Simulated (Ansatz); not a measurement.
**BHBr (doublet): wave-function methods side by side, cc-pVDZ**

An exercise on one series of results from a longer session: the logs are not shown, and one member is left open.

Program: Ansatz 0.2.0, Gaussian basis. Level of theory: cc-pVDZ, core rule «outside noble gas», up to 15 orbitals frozen. These are calculated values, not measurements.

Plan: UHF; CCSD(T) on ROHF; CCSD(T) on UHF; BCCD(T) on ROHF; CISD as a restricted active space (open shells left free, so some higher excitations enter); CCSDT(Q) on ROHF; CCSDT(Q) on UHF; CASSCF and MRCISD+Q, 11 electrons in 9 orbitals; CASSCF and NEVPT2, 11 electrons in 9 orbitals.

35 further runs of the same task are left out: 6 for a known fault of the program, 12 that didn't finish, 17 set aside as unsound or not needed. Runs told in other sessions of the task aren't counted.

## The system

The geometry is a PBE0/def2-TZVP stationary point (not a proven minimum) of the parent state, kept for this charge and spin. No spin-orbit coupling is included. The filled d shell of Br may be among the frozen orbitals whatever the setting's name suggests.

3 atoms, charge 0, spin multiplicity 2.

Atoms are counted from 1 here; the program's logs count them from 0.

Bond lengths: B1–Br2 1.977 Å, B1–H3 1.279 Å. Angles: Br2–B1–H3 79.0°.

The first run:

Input file in.yaml:

```yaml
crystal:
  periodic: [false, false, false]
  atoms:
    - {symbol: B, position_ang: [0.000000, -0.188124, 1.715115]}
    - {symbol: Br, position_ang: [0.000000, 0.011759, -0.252218]}
    - {symbol: H, position_ang: [0.000000, 1.085637, 1.598465]}
basis:
  gaussian: {orbitals: cc-pVDZ}
magnetization: {spin_polarized: true, initial_magnetization: 1}
hamiltonian: {xc: hf}
output: {orbitals: {seedname: orbitals}}
```

On the command line:

```sh
ansatz run in.yaml --threads 1 --pin off --events-out ev --progress --plain --max-ram 2393MiB
```

Steps of the session up to this table: UHF; CCSD(T) on ROHF; CCSD(T) on UHF; BCCD(T) on ROHF; CISD as a restricted active space (open shells left free, so some higher excitations enter); CCSDT(Q) on ROHF; CCSDT(Q) on UHF; CASSCF and MRCISD+Q, 11 electrons in 9 orbitals; CASSCF and NEVPT2, 11 electrons in 9 orbitals.

One table of the session follows, with a row left open; its other results are not shown here.

It belongs to the step «Misses and costs». 

| method | from UCCSDT(Q) (meV) |
| --- | --- |
| ROHF | +5894.1 |
| UHF | +5837.1 |
| RMP2 | +921.9 |
| UMP2 | +906.6 |
| CISD | +634.8 |
| RCCSD | +229.2 |
| UCCSD | +228.5 |
| RCCSD(T) | +46.1 |
| UCCSD(T) | +46.5 |
| BCCD(T) | +44.6 |
| RCCSDT | +14.4 |
| UCCSDT | +14.5 |
| RCCSDT(Q) | +5.6 |
| UCCSDT(Q) | 0 |
| CASSCF valence | +4364.9 |
| NEVPT2 valence | +1011.5 |
| MRCISD valence | ? |
| MRCISD+Q valence | +62.7 |

Estimate the missing values for MRCISD valence.

As computed: from UCCSDT(Q) (meV): +346.3. In the column «from UCCSDT(Q) (meV)» it lies between RCCSD (+229.2) and CISD (+634.8).

To keep in mind: Restricted and unrestricted rows rest on different reference determinants; a gap between their highest levels can come from leftover correlation error, from unlike frozen cores or from another state.
